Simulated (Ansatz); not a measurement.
# CH4GeSe: the cost of one run

All numbers are computed with the Python package of Ansatz 0.2.0. Level of theory: PBE+D3(BJ)/def2-SVP.

### 1 The structure

Bond lengths: Ge1–C2 1.853 Å, C2–Se3 1.882 Å, Ge1–H4 1.502 Å, Ge1–H5 1.580 Å, Ge1–H6 1.597 Å, C2–H7 1.114 Å, Se3–H7 1.632 Å. Angles: Ge1–C2–Se3 179.3°, Ge1–C2–H7 121.0°, Se3–C2–H7 59.6°, C2–Ge1–H4 111.0°, C2–Ge1–H5 111.8°, C2–Ge1–H6 111.2°, H4–Ge1–H5 107.0°, H4–Ge1–H6 109.0°, H5–Ge1–H6 106.6°, C2–Se3–H7 36.1°, C2–H7–Se3 84.3°.

The script holds or builds the structure itself.

### 2 The code

opt_ch4gese.py

```python
"""Geometry optimisation of CH4GeSe."""

import ansatz as az
from ase import Atoms
import numpy as np

atoms = Atoms(["Ge", "C", "Se", "H", "H", "H", "H"], positions=[
    (-0.7626, 0.3251, -0.364),
    (0.6638, -0.6201, 0.348),
    (2.1066, -1.5984, 1.0565),
    (-1.8326, -0.6062, -0.8574),
    (-0.3215, 1.2153, -1.5928),
    (-1.3946, 1.3173, 0.7158),
    (1.6023, -0.1011, 0.6482),
])
molecule = az.Crystal.molecule_from_ase(atoms)

setup = molecule.calculation().basis(gaussian="def2-SVP").functional("pbe", dispersion="d3bj")
symbols = [site.symbol for site in molecule.cartesian_sites]
start = np.array([site.position_ang for site in molecule.cartesian_sites], dtype=float)
def progress(event):
    if event["event"] == "relax_step":
        row = event["data"]
        print(f"step {row['step']:3d}  E = {row['lagrangian_ev']:.6f} eV  max force {row['allowed_force_max_ev_ang']:.4f} eV/A")


rep = setup.relax(force_tolerance=0.005).session().plan().execute(on_event=progress).report
end = np.array(rep["positions_ang"])

print("reference energy %16.6f eV" % rep["reference_energy_ev"])
print("total energy     %16.6f eV" % rep["free_energy_ev"])
print("occupied (up, down):", rep["n_occupied"], " virtual:", rep["n_virtual"], " frozen:", rep["n_frozen"])

print("final positions (A) and the move of each atom")
for symbol, xyz, old in zip(symbols, end, start):
    print(f"{symbol:2s} {xyz[0]:10.5f} {xyz[1]:10.5f} {xyz[2]:10.5f}   {np.linalg.norm(xyz - old):7.4f}")
```

### 3 Running it

Run with:

```bash
python opt_ch4gese.py
```

**Question.** How long does this script take on 1 thread of Intel Xeon Platinum 8375C at 2.90GHz (Ice Lake), shared host, and how much memory does it need?

About 36 s, with a peak of 0.22 GiB.
